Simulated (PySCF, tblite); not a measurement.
# C2H5F2OSi2 radical: geometry, infrared bands and EPR parameters

What infrared bands and EPR parameters should C2H5F2OSi2 radical (`F[C@@H]1C[Si@@H](F)O[SiH]1`) show?

Programs: tblite 0.8.0 and PySCF 2.14.0, with density-fitted response routines of our own. Each step states its level of theory. These are calculated values for one molecule in the gas phase, unless marked as measured. Atoms count from 0, in the outputs and in this text.

## 1. The molecule as given

12 atoms, charge 0, multiplicity 2; geometry from: force field or distance geometry start.

Bonds of the start (Å): F0–C1 1.38, C1–C2 1.51, C2–Si3 1.88, Si3–F4 1.66, Si3–O5 1.71, O5–Si6 1.74, Si6–C1 1.87, C1–H7 1.09, C2–H8 1.11, C2–H9 1.11, Si3–H10 1.47, Si6–H11 1.46.

## 2. Relaxing the molecule with GFN2-xTB

The job: settings as JSON, then the geometry in Å.

```
{"job": {"kind": "relax", "xc": "GFN2-xTB", "basis": "xTB"}, "charge": 0, "multiplicity": 2}
F      1.918800     1.495500     0.073200
C      0.795100     0.812100    -0.347500
C     -0.220300     0.646900     0.756700
Si    -1.342200    -0.646700    -0.014500
F     -1.926100    -0.055600    -1.451700
O     -0.210400    -1.893600    -0.326400
Si     1.167500    -0.956900    -0.813600
H      0.299300     1.272000    -1.206700
H      0.302300     0.251400     1.646600
H     -0.756500     1.597100     0.935800
H     -2.411200    -1.066700     0.900800
H      2.384800    -1.456200    -0.178800
```

Run with:

```
$ OMP_NUM_THREADS=1 python probes_run.py task.json out
```

This one command runs all jobs of the session in turn.

**Question.** This job is followed by: GFN2-xTB harmonic vibrations, gas phase; UKS B3LYP, pcH-1 on C F H O Si, non-relativistic, mean-field spin-orbit, GIAO. What will the session give for the following? strongest single infrared mode (GFN2-xTB); zero-point energy (GFN2-xTB); g(iso) (B3LYP); ⟨S²⟩; largest a(iso); potential on the surface of density 0.002 e/bohr³, 1st and 99th percentile.

**Answer**, as computed:

| quantity | value |
| --- | --- |
| strongest single infrared mode (GFN2-xTB) | 932 cm⁻¹, 407 km/mol |
| zero-point energy (GFN2-xTB) | 44.2 kcal/mol |
| g(iso) (B3LYP) | 2.00249 |
| ⟨S²⟩ | 0.751 (exact 0.75) |
| largest a(iso) | 29Si on Si6, -616.9 MHz |
| potential on the surface of density 0.002 e/bohr³, 1st and 99th percentile | -0.98 V and 1.69 V |

The optimisation took 65 steps and gained 0.877 eV; among the close pairs (by a distance rule), Si3–O5 changed most, from 1.713 to 1.622 Å. No mode is imaginary among the 30: a minimum at this level. The strongest single mode, at 932 cm⁻¹, moves mainly O5. GFN2-xTB is a fitted tight-binding method: band positions and strengths are rough. Its intensities can rank the bands wrongly. Si6 carries the largest spin population, 0.83 e. The isotropic g lies 0.2 ppt above the free-electron value. These values are for one conformer; the search (at its own cheap level) found 2 more, at 0.20, 0.20 kcal/mol, and measured spectra average over such forms.
